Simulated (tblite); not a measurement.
# CH4BeO: the cost of one run

Programs: tblite 0.8.0 and PySCF 2.14.0. All values are calculated, for the isolated system unless a continuum is named. Atoms count from 0, parts from 1.

### 1 The system as given

7 atoms, charge 2, multiplicity 1; geometry: rigid parts in contact. Parts: 1 = atom 0, `[Be+2]`, charge 2; 2 = atoms 1–6, `CO`, charge 0.

### 2 Bringing the parts together with GFN2-xTB

The job: settings as JSON, then the geometry in Å.

```
{"job": {"kind": "dock", "xc": "GFN2-xTB", "basis": "xTB"}, "charge": 2, "multiplicity": 1, "parts": [{"atoms": "0-0", "charge": 2, "multiplicity": 1}, {"atoms": "1-6", "charge": 0, "multiplicity": 1}]}
Be     0.000000     0.000000     0.000000
C     -2.528297    -1.937897     0.193084
O     -1.425538    -1.487966     0.940980
H     -3.123161    -1.103144    -0.193694
H     -3.177336    -2.594043     0.783293
H     -2.125031    -2.502340    -0.645803
H     -1.744162    -0.982871     1.696195
```

Level: GFN2-xTB search for minima from random contacts, gas phase.

On the command line:

```bash
OMP_NUM_THREADS=1 python cluster_run.py task.json out
```

This one command runs all jobs of the session in turn.

Q: Estimate the wall time of this first job on 1 thread of Arm Neoverse N1, shared host.

About 8.9 s.
